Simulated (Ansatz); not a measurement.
# CH5As: inversion of the pyramid at As2

Aim: the minimum-energy path and barrier of the inversion of the pyramid at As2. The ends are relaxed first, then joined by a nudged elastic band. SMILES of the start: C[AsH2].

All numbers below are computed with Ansatz 0.2.0 (RKS B3LYP-D4/def2-SVPD).

## (1) The starting structure

Bond lengths: C1–As2 1.975 Å, C1–H3 1.077 Å, C1–H4 1.119 Å, C1–H5 1.173 Å, As2–H6 1.566 Å, As2–H7 1.559 Å. Angles: C1–As2–H6 94.3°, C1–As2–H7 94.1°, H6–As2–H7 93.4°, As2–C1–H3 111.2°, As2–C1–H4 107.8°, As2–C1–H5 106.8°, H3–C1–H4 115.8°, H3–C1–H5 105.7°, H4–C1–H5 109.2°.

As a file:

```xyz
7

C    -0.0136   -0.7793   -0.2234
As    0.7436    0.8114    0.6704
H    -0.2983   -1.5308    0.4943
H     0.7115   -1.1071   -1.0098
H    -1.0110   -0.4364   -0.7363
H    -0.6142    1.2344    1.3250
H     0.5432    1.7398   -0.5658
```

## (2) End point A

Contents of input.yaml:

```yaml
crystal:
  periodic: [false, false, false]
  atoms:
    - { symbol: C, position_ang: [-0.0136, -0.7793, -0.2234] }
    - { symbol: As, position_ang: [0.7436, 0.8114, 0.6704] }
    - { symbol: H, position_ang: [-0.2983, -1.5308, 0.4943] }
    - { symbol: H, position_ang: [0.7115, -1.1071, -1.0098] }
    - { symbol: H, position_ang: [-1.011, -0.4364, -0.7363] }
    - { symbol: H, position_ang: [-0.6142, 1.2344, 1.325] }
    - { symbol: H, position_ang: [0.5432, 1.7398, -0.5658] }
basis:
  gaussian: { orbitals: def2-SVPD }
hamiltonian:
  xc: b3lyp
  dispersion: d4
relax:
  f_tol: 0.015
  max_steps: 40
output:
  orbitals: {}
```

Launch:

```
$ ansatz run input.yaml --threads 2 --pin off --max-ram 3072MiB --backend cpu --events-out ev --progress --plain --runs-dir out
```

Output, shortened:

```text
Warning: RAYON_NUM_THREADS=2 ignored (pool sized by the plan → 2); use --threads N
[...]
Functional definition: B3LYP
[...]
1033 factors; integrals over basis functions are off by at most 2.2e-4 eV
[...]
mean field -61952.56574351 eV, -2276.7147981168 hartree, gradient 3.7e-5 eV, S^2 0.000000; 0 other end points of the search recorded, 0 dependent functions left out
[...]
reference -61952.56597681 eV, -2276.7148066905 hartree; 22, 22 occupied and 76, 76 virtual orbitals, 1033 factors
relax step   1: F+E_penalty+E_count = -61952.72076461 eV  Δ(F+E_penalty+E_count) = +0.000e0 eV  max|allowed force component| = 1.932e0 eV/Å  Δτ_max = 0.0000 Å  (23 SCF iters, accepted)
[...]
relax step   3: F+E_penalty+E_count = -61952.88910124 eV  Δ(F+E_penalty+E_count) = -1.743e-2 eV  max|allowed force component| = 1.112e-1 eV/Å  Δτ_max = 0.0374 Å  (25 SCF iters, accepted)
[...]
relax step   4: F+E_penalty+E_count = -61952.89091301 eV  Δ(F+E_penalty+E_count) = -1.812e-3 eV  max|allowed force component| = 6.986e-3 eV/Å  Δτ_max = 0.0149 Å  (24 SCF iters, accepted)
1033 factors; integrals over basis functions are off by at most 1.9e-4 eV
[...]
mean field -61952.73688847 eV, -2276.7210875781 hartree, gradient 3.8e-5 eV, S^2 0.000000; 1 other end points of the search recorded, 0 dependent functions left out
[...]
reference -61952.73711907 eV, -2276.7210960524 hartree; 22, 22 occupied and 76, 76 virtual orbitals, 1033 factors
Total energy: -61952.89114361 eV, -2276.7267563497 hartree
Atom 0 at    -0.062207    -0.758128    -0.257072 Å, force    -0.001057     0.006986     0.000627 eV/Å
Atom 1 at     0.729377     0.818608     0.671555 Å, force    -0.000410    -0.004825    -0.000552 eV/Å
Atom 2 at    -0.250469    -1.544124     0.486454 Å, force     0.000048    -0.003281     0.000982 eV/Å
Atom 3 at     0.667220    -1.138388    -0.984631 Å, force     0.002623    -0.003310    -0.001917 eV/Å
Atom 4 at    -0.998262    -0.516718    -0.774578 Å, force     0.001628     0.002222     0.002237 eV/Å
Atom 5 at    -0.579450     1.284740     1.315012 Å, force    -0.000494     0.001685    -0.001467 eV/Å
Atom 6 at     0.554991     1.786010    -0.502340 Å, force    -0.002337     0.000523     0.000091 eV/Å
Dipole moment:    -0.099227    -0.110847    -0.092531 e Å
```

Wall time 9.4 s (2 threads of Arm Neoverse V1, shared host); peak memory 0.19 GiB.

Step by step:

```
step  energy from step 1 (eV)  largest force component (eV/Å)
   1                   0.0000                          1.9322
   2                  -0.1509                          0.7318
   3                  -0.1683                          0.1112
   4                  -0.1701                          0.0070
```

Step 1 is the start.

After: Bond lengths: C1–As2 1.994 Å, C1–H3 1.098 Å, C1–H4 1.098 Å, C1–H5 1.096 Å, As2–H6 1.531 Å, As2–H7 1.531 Å. Angles: C1–As2–H6 95.6°, C1–As2–H7 95.6°, H6–As2–H7 91.9°, As2–C1–H3 108.6°, As2–C1–H4 108.6°, As2–C1–H5 112.6°, H3–C1–H4 108.3°, H3–C1–H5 109.3°, H4–C1–H5 109.3°.

## (3) Relaxing end B

The second end starts from a geometry with the move made by hand.

input.yaml, as its differences from that of step 2:

```diff
@@ -8,4 +8,4 @@
     - { symbol: H, position_ang: [-1.011, -0.4364, -0.7363] }
-    - { symbol: H, position_ang: [-0.6142, 1.2344, 1.325] }
-    - { symbol: H, position_ang: [0.5432, 1.7398, -0.5658] }
+    - { symbol: H, position_ang: [1.03843, 0.06135, 2.01262] }
+    - { symbol: H, position_ang: [2.18158, 0.57687, 0.11589] }
 basis:
@@ -18,3 +18 @@
   max_steps: 40
-output:
-  orbitals: {}
```

Launch:

```
$ ansatz run input.yaml --threads 2 --pin off --max-ram 3072MiB --backend cpu --events-out ev --progress --plain --runs-dir out
```

Output, shortened:

```text
Warning: RAYON_NUM_THREADS=2 ignored (pool sized by the plan → 2); use --threads N
[...]
[... 1 set-up line as earlier in the session ...]
[...]
1033 factors; integrals over basis functions are off by at most 2.2e-4 eV
[...]
mean field -61952.51723213 eV, -2276.7130153562 hartree, gradient 4.6e-5 eV, S^2 0.000000; 0 other end points of the search recorded, 0 dependent functions left out
[...]
reference -61952.51746529 eV, -2276.7130239249 hartree; 22, 22 occupied and 76, 76 virtual orbitals, 1033 factors
relax step   1: F+E_penalty+E_count = -61952.67173181 eV  Δ(F+E_penalty+E_count) = +0.000e0 eV  max|allowed force component| = 1.928e0 eV/Å  Δτ_max = 0.0000 Å  (23 SCF iters, accepted)
[...]
relax step   4: F+E_penalty+E_count = -61952.83514220 eV  Δ(F+E_penalty+E_count) = -3.064e-3 eV  max|allowed force component| = 4.209e-2 eV/Å  Δτ_max = 0.0162 Å  (23 SCF iters, accepted)
[...]
relax step   7: F+E_penalty+E_count = -61952.83547668 eV  Δ(F+E_penalty+E_count) = -3.559e-6 eV  max|allowed force component| = 1.440e-3 eV/Å  Δτ_max = 0.0006 Å  (19 SCF iters, accepted)
[...]
relax step  10: F+E_penalty+E_count = -61952.83550493 eV  Δ(F+E_penalty+E_count) = -2.007e-5 eV  max|allowed force component| = 1.848e-2 eV/Å  Δτ_max = 0.0047 Å  (22 SCF iters, accepted)
[...]
relax step  13: F+E_penalty+E_count = -61952.83569729 eV  Δ(F+E_penalty+E_count) = -1.034e-4 eV  max|allowed force component| = 5.339e-2 eV/Å  Δτ_max = 0.0087 Å  (25 SCF iters, accepted)
[...]
relax step  14: F+E_penalty+E_count = -61952.83589784 eV  Δ(F+E_penalty+E_count) = -2.005e-4 eV  max|allowed force component| = 7.158e-2 eV/Å  Δτ_max = 0.0120 Å  (25 SCF iters, accepted)
[...]
1033 factors; integrals over basis functions are off by at most 2.0e-4 eV
mean field -61952.68274270 eV, -2276.7190977577 hartree, gradient 2.2e-5 eV, S^2 0.000000; 0 other end points of the search recorded, 0 dependent functions left out
[...]
reference -61952.68297334 eV, -2276.7191062333 hartree; 22, 22 occupied and 76, 76 virtual orbitals, 1033 factors
```

## (4) More of the same log: end point B relaxed

Output, continued, shortened:

```text
relax step  15: F+E_penalty+E_count = -61952.83633149 eV  Δ(F+E_penalty+E_count) = -4.337e-4 eV  max|allowed force component| = 9.727e-2 eV/Å  Δτ_max = 0.0177 Å  (24 SCF iters, accepted)
[...]
relax step  17: F+E_penalty+E_count = -61952.83984719 eV  Δ(F+E_penalty+E_count) = -2.466e-3 eV  max|allowed force component| = 2.054e-1 eV/Å  Δτ_max = 0.0474 Å  (23 SCF iters, accepted)
[...]
relax step  19: F+E_penalty+E_count = -61952.82807362 eV  Δ(F+E_penalty+E_count) = +1.610e-2 eV  max|allowed force component| = 5.453e-1 eV/Å  Δτ_max = 0.1916 Å  (27 SCF iters, rejected (line search))
[...]
relax step  21: F+E_penalty+E_count = -61952.86656291 eV  Δ(F+E_penalty+E_count) = -8.325e-3 eV  max|allowed force component| = 1.831e-1 eV/Å  Δτ_max = 0.0974 Å  (24 SCF iters, accepted)
[...]
reference -61952.73629139 eV, -2276.7210656355 hartree; 22, 22 occupied and 76, 76 virtual orbitals, 1033 factors
Total energy: -61952.89030518 eV, -2276.7267255380 hartree
Atom 0 at    -0.055651    -0.781778    -0.199059 Å, force     0.006842    -0.008232     0.010574 eV/Å
Atom 1 at     0.664467     0.709037     0.912434 Å, force    -0.014897     0.004362    -0.007068 eV/Å
Atom 2 at    -0.747143    -1.370120     0.419215 Å, force    -0.010941     0.001700    -0.010999 eV/Å
Atom 3 at     0.732962    -1.439834    -0.583334 Å, force    -0.003276     0.004722     0.004317 eV/Å
Atom 4 at    -0.619292    -0.357504    -1.041000 Å, force     0.010654     0.002196     0.007925 eV/Å
Atom 5 at     1.521549    -0.182926     1.813846 Å, force     0.011970    -0.006158    -0.001843 eV/Å
Atom 6 at     1.855318     1.019145     0.001608 Å, force    -0.000352     0.001410    -0.002906 eV/Å
Dipole moment:    -0.022654    -0.143511    -0.098142 e Å
```

Wall time 45 s (2 threads of Arm Neoverse V1, shared host); peak memory 0.19 GiB.

Step by step:

```
step  energy from step 1 (eV)  largest force component (eV/Å)
   1                   0.0000                          1.9282
   2                  -0.1319                          0.5629
   3                  -0.1603                          0.1680
   4                  -0.1634                          0.0421
   5                  -0.1637                          0.0228
   6                  -0.1637                          0.0052
   7                  -0.1637                          0.0014
   8                  -0.1638                          0.0066
  9x                  -0.1464                          0.6588
  10                  -0.1638                          0.0185
  11                  -0.1638                          0.0267
  12                  -0.1639                          0.0389
  13                  -0.1640                          0.0534
  14                  -0.1642                          0.0716
  15                  -0.1646                          0.0973
  16                  -0.1656                          0.1386
  17                  -0.1681                          0.2054
  18                  -0.1724                          0.2728
 19x                  -0.1563                          0.5453
  20                  -0.1865                          0.1571
  21                  -0.1948                          0.1831
  22                  -0.2155                          0.0603
 23x                  -0.2096                          0.2463
  24                  -0.2183                          0.0149
```

Step 1 is the start. 3 steps were tried and not accepted (marked x).

After: Bond lengths: C1–As2 1.994 Å, C1–H3 1.098 Å, C1–H4 1.097 Å, C1–H5 1.098 Å, As2–H6 1.531 Å, As2–H7 1.531 Å. Angles: C1–As2–H6 95.4°, C1–As2–H7 95.8°, H6–As2–H7 91.9°, As2–C1–H3 108.3°, As2–C1–H4 112.6°, As2–C1–H5 108.9°, H3–C1–H4 109.2°, H3–C1–H5 108.4°, H4–C1–H5 109.4°.

## (5) The band

crystal.atoms is end A as relaxed above, and neb.final_atoms is end B, turned to lie on A. With 5 inner images the band has 7 in all. The start path is listed, through a guess of the saddle.

Contents of input.yaml:

```yaml
crystal:
  periodic: [false, false, false]
  atoms:
    - { symbol: C, position_ang: [-0.062207, -0.758128, -0.257072] }
    - { symbol: As, position_ang: [0.729377, 0.818608, 0.671555] }
    - { symbol: H, position_ang: [-0.250469, -1.544124, 0.486454] }
    - { symbol: H, position_ang: [0.66722, -1.138388, -0.984631] }
    - { symbol: H, position_ang: [-0.998262, -0.516718, -0.774578] }
    - { symbol: H, position_ang: [-0.57945, 1.28474, 1.315012] }
    - { symbol: H, position_ang: [0.554991, 1.78601, -0.50234] }
basis:
  gaussian: { orbitals: def2-SVPD }
hamiltonian:
  xc: b3lyp
  dispersion: d4
neb:
  order_check: false
  images: 5
  f_tol: 0.05
  max_iterations: 60
  final_atoms:
    - { symbol: C, position_ang: [-0.19036693, -0.72605258, -0.28177238] }
    - { symbol: As, position_ang: [-0.43396452, 1.10339578, 0.47340634] }
    - { symbol: H, position_ang: [-0.54016613, -1.45538874, 0.46138273] }
    - { symbol: H, position_ang: [0.854738, -0.9419658, -0.53426515] }
    - { symbol: H, position_ang: [-0.81122184, -0.82453836, -1.18255203] }
    - { symbol: H, position_ang: [0.67043765, 0.97442502, 1.52525876] }
    - { symbol: H, position_ang: [0.51174376, 1.80212468, -0.50705827] }
  initial_path:
    images:
      - { positions_ang: [[-0.062207, -0.758128, -0.257072], [0.729377, 0.818608, 0.671555], [-0.250469, -1.544124, 0.486454], [0.66722, -1.138388, -0.984631], [-0.998262, -0.516718, -0.774578], [-0.57945, 1.28474, 1.315012], [0.554991, 1.78601, -0.50234]] }
      - { positions_ang: [[-0.07160153, -0.7390038, -0.25432251], [0.56559476, 0.91903036, 0.59570254], [-0.25463358, -1.49538968, 0.5090841], [0.69374784, -1.07817134, -0.97143314], [-1.03053537, -0.56344987, -0.80046948], [-0.56277898, 1.16239318, 1.47451011], [0.72140686, 1.72659115, -0.59867164]] }
      - { positions_ang: [[-0.08099606, -0.71987961, -0.25157302], [0.40181252, 1.01945271, 0.51985009], [-0.25879816, -1.44665536, 0.5317142], [0.72027568, -1.01795468, -0.95823528], [-1.06280873, -0.61018174, -0.82636095], [-0.54610796, 1.04004637, 1.63400823], [0.88782272, 1.66717231, -0.69500327]] }
      - { positions_ang: [[-0.09039059, -0.70075541, -0.24882352], [0.23803028, 1.11987507, 0.44399763], [-0.26296275, -1.39792104, 0.55434431], [0.74680351, -0.95773802, -0.94503742], [-1.0950821, -0.65691361, -0.85225243], [-0.52943694, 0.91769955, 1.79350634], [1.05423858, 1.60775346, -0.79133491]] }
      - { positions_ang: [[-0.12371604, -0.7091878, -0.25980647], [0.01403202, 1.11438197, 0.45380053], [-0.35536387, -1.41707694, 0.52335711], [0.78278168, -0.95248061, -0.80811333], [-1.00046201, -0.71278853, -0.9623523], [-0.12947875, 0.93660804, 1.70409048], [0.87340698, 1.67254387, -0.69657603]] }
      - { positions_ang: [[-0.15704148, -0.71762019, -0.27078943], [-0.20996625, 1.10888888, 0.46360343], [-0.447765, -1.43623284, 0.49236992], [0.81875984, -0.94722321, -0.67118924], [-0.90584193, -0.76866345, -1.07245216], [0.27047945, 0.95551653, 1.61467462], [0.69257537, 1.73733428, -0.60181715]] }
      - { positions_ang: [[-0.19036693, -0.72605258, -0.28177238], [-0.43396452, 1.10339578, 0.47340634], [-0.54016613, -1.45538874, 0.46138273], [0.854738, -0.9419658, -0.53426515], [-0.81122184, -0.82453836, -1.18255203], [0.67043765, 0.97442502, 1.52525876], [0.51174376, 1.80212468, -0.50705827]] }
```

Launch:

```
$ ansatz run input.yaml --threads 2 --pin off --max-ram 3072MiB --backend cpu --events-out ev --progress --plain --runs-dir out
```

Output, shortened:

```text
Warning: RAYON_NUM_THREADS=2 ignored (pool sized by the plan → 2); use --threads N
[...]
[... 1 set-up line as earlier in the session ...]
[...]
1033 factors; integrals over basis functions are off by at most 2.1e-4 eV
[...]
mean field -61952.73688833 eV, -2276.7210875728 hartree, gradient 5.1e-5 eV, S^2 0.000000; 0 other end points of the search recorded, 0 dependent functions left out
[...]
reference -61952.73711881 eV, -2276.7210960428 hartree; 22, 22 occupied and 76, 76 virtual orbitals, 1033 factors
1033 factors; integrals over basis functions are off by at most 4.0e-4 eV
[...]
mean field -61952.73605782 eV, -2276.7210570522 hartree, gradient 5.7e-5 eV, S^2 0.000000; 0 other end points of the search recorded, 0 dependent functions left out
[...]
reference -61952.73628852 eV, -2276.7210655301 hartree; 22, 22 occupied and 76, 76 virtual orbitals, 1033 factors
[...]
NEB iter   9: max|band force component| = 2.066e-2 eV/Å  barrier→ = 1.8589 eV  barrier← = 1.8580 eV  CI = image 2  Δτ_max = 0.0000 Å  (237 SCF iters)
Total energy: -61951.03228046 eV, -2276.6584443891 hartree
Atom 0 at    -0.160977    -0.819496    -0.340663 Å, force     0.003363    -0.020884     0.003665 eV/Å
Atom 1 at     0.182824     0.960177     0.367233 Å, force    -0.008010     0.001423     0.000580 eV/Å
Atom 2 at    -0.251426    -1.502897     0.513156 Å, force    -0.002604     0.003788    -0.001833 eV/Å
Atom 3 at     0.707557    -1.130378    -0.934206 Å, force    -0.001949     0.002484    -0.003589 eV/Å
Atom 4 at    -1.071180    -0.860614    -0.950403 Å, force     0.004527     0.006361    -0.000733 eV/Å
Atom 5 at    -0.301841     1.336153     1.711407 Å, force     0.003243     0.004172     0.002379 eV/Å
Atom 6 at     0.956242     1.949056    -0.412123 Å, force     0.001429     0.002656    -0.000469 eV/Å
Dipole moment:    -0.028466    -0.200328    -0.072712 e Å
this run last wrote the band of iteration 9 to <dir>
```

It took 91 s on 2 threads of Arm Neoverse V1, shared host; peak memory 0.2 GiB.

## (6) What the band shows

The 5 inner images lie between the fixed ends 0 and 6. Energy is taken from image 0, and the path length is the program's own coordinate along the band.

| image | path (Å) | energy (eV) | sum of angles at As2 (°) | band force (eV/Å) |
| --- | --- | --- | --- | --- |
| 0 | 0.000 | 0.0000 | 283.0 | - |
| 1 | 0.554 | 0.4533 | 323.9 | 0.004 |
| 2* | 1.108 | 1.8589 | 360.0 | 0.021 |
| 3 | 1.614 | 0.5576 | 326.3 | 0.018 |
| 4 | 2.120 | 0.0534 | 285.4 | 0.013 |
| 5 | 2.626 | 0.0236 | 283.3 | 0.006 |
| 6 | 3.132 | 0.0008 | 283.1 | - |

The star marks the climbing image.

image, energy (eV) and a bar:
```
        0      0.000 
        1      0.453 #######
        2      1.859 ##############################
        3      0.558 #########
        4      0.053 #
        5      0.024 
        6      0.001
```

The top of the band by iteration:

```
iteration  highest image above image 0 (eV)  largest band force (eV/Å)
        1                            3.1954                      9.482
        2                            2.2981                      3.519
        3                            1.6917                      1.055
        4                            1.7763                      1.634
        5                            1.8565                      0.973
        6                            1.8463                      0.613
        7                            1.8592                      0.156
        8                            1.8590                      0.052
        9                            1.8589                      0.021
```

Positions of all images (Å):

```xyz
7
image=0 dE=0.0000
C    -0.062   -0.758   -0.257
As    0.729    0.819    0.672
H    -0.250   -1.544    0.486
H     0.667   -1.138   -0.985
H    -0.998   -0.517   -0.775
H    -0.579    1.285    1.315
H     0.555    1.786   -0.502
7
image=1 dE=0.4533
C    -0.152   -0.789   -0.326
As    0.565    0.839    0.560
H    -0.250   -1.503    0.506
H     0.698   -1.131   -0.935
H    -1.067   -0.807   -0.932
H    -0.463    1.371    1.548
H     0.730    1.951   -0.466
7
image=2 dE=1.8589
C    -0.161   -0.819   -0.341
As    0.183    0.960    0.367
H    -0.251   -1.503    0.513
H     0.708   -1.130   -0.934
H    -1.071   -0.861   -0.950
H    -0.302    1.336    1.711
H     0.956    1.949   -0.412
7
image=3 dE=0.5576
C    -0.154   -0.796   -0.329
As   -0.153    1.125    0.216
H    -0.265   -1.488    0.515
H     0.701   -1.111   -0.939
H    -1.065   -0.853   -0.945
H    -0.102    1.235    1.731
H     1.098    1.819   -0.296
7
image=4 dE=0.0534
C    -0.204   -0.716   -0.328
As   -0.345    1.212    0.206
H    -0.265   -1.364    0.555
H     0.730   -0.929   -0.862
H    -1.051   -0.947   -0.987
H     0.152    1.036    1.642
H     1.046    1.639   -0.273
7
image=5 dE=0.0236
C    -0.202   -0.716   -0.308
As   -0.409    1.164    0.337
H    -0.409   -1.400    0.525
H     0.803   -0.918   -0.695
H    -0.940   -0.903   -1.099
H     0.419    0.975    1.610
H     0.799    1.730   -0.415
7
image=6 dE=0.0008
C    -0.190   -0.726   -0.282
As   -0.434    1.103    0.473
H    -0.540   -1.455    0.461
H     0.855   -0.942   -0.534
H    -0.811   -0.825   -1.183
H     0.670    0.974    1.525
H     0.512    1.802   -0.507
```

(Part 1 of 2 ends here.)
